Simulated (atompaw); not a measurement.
**Pseudopotential generation for Cl: PAW (atompaw), LDA (PW92)**

Task: generate the file, and judge it by its logarithmic derivatives, its ghosts and its cutoff.

The numbers are computed with atompaw 4.2.0.5 (LDA (PW92), scalar-relativistic, spin-unpolarised reference atom).

## (1) Starting point

Typed settings, in words:

- element: chlorine (Cl, Z = 17)
- type: PAW
- frozen core: [Ne]
- valence charge: 7
- reference configuration: 3s2 3p5
- partial waves: 3s (bound): rc 1.05 bohr; 3s channel at -1.1 Ry: rc 1.05 bohr; 3p (bound): rc 1.25 bohr; 3p channel at 4.35 Ry: rc 1.25 bohr; 3d channel at 0.1 Ry: rc 1.25 bohr; 3d channel at 0.7 Ry: rc 1.25 bohr
- local potential: bessel scheme, radius 1.10 bohr
- core correction: smooth core density matched at 1.25 bohr
- augmentation charge: gaussian compensation charge, radius 1.00 bohr; PAW radius 1.25 bohr; waves and projectors: custom polynom gramschmidtortho

The nodes and maxima of the atom's own shells, from an earlier all-electron run, set the scale for the radii.

All-electron outer shells of the reference configuration (LDA (PW92), scalar-relativistic, ld1.x):

| shell | level (eV) | outermost node (bohr) | outermost maximum (bohr) |
| --- | --- | --- | --- |
| 2s | -251.72 | 0.12 | 0.36 |
| 2p | -191.62 | – | 0.30 |
| 3s | -20.69 | 0.56 | 1.27 |
| 3p | -8.70 | 0.53 | 1.43 |

## (2) The generation run

File Cl.input:

```
Cl 17
LDA-PW scalarrelativistic loggrid 1500 logderivrange -4 5 226
3 3 0 0 0 0
3 1 5
0 0 0
c
c
v
c
v
2
1.25 1.00 1.10 1.25
y
-1.1
n
y
4.35
n
y
0.1
y
0.7
n
custom polynom gramschmidtortho gaussian
bessel
1.05
1.05
1.25
1.25
1.25
1.25
PWSCFOUT
UPFDX 0.0125d0 UPFXMIN -7.d0 UPFZMESH 17.d0
END
```

Run with:

```
$ atompaw < Cl.input > Cl.log
```

Before running it: what results should come out? Wanted: cutoffs for 10 and 1 mRy, occupied levels; bound ghosts; largest phase difference near zero energy, channels read; lowest eigenvalue of the overlap; share of valence orbitals outside the PAW sphere; UPF file.

**Answer**, as computed:

```
                                                quantity             value
               cutoffs for 10 and 1 mRy, occupied levels   45 Ry and 90 Ry
                                            bound ghosts   s at -202.29 eV
largest phase difference near zero energy, channels read         0.001 rad
         lowest eigenvalue of the overlap (Bessel basis)         0.602 (s)
        share of valence orbitals outside the PAW sphere  3s 65 %, 3p 76 %
                                                UPF file           written
```

What this shows: A bound ghost (s) makes it unfit for use: electrons can fall into a state that the atom doesn't have. By its cutoff, 45 Ry for the looser tolerance, it is of middling hardness. The slowest occupied level is 3s: taken alone it needs 55 Ry to come within 1 mRy, against 40 Ry for 3p. Near zero energy the phases of the channels with partial waves agree within 0.001 rad.
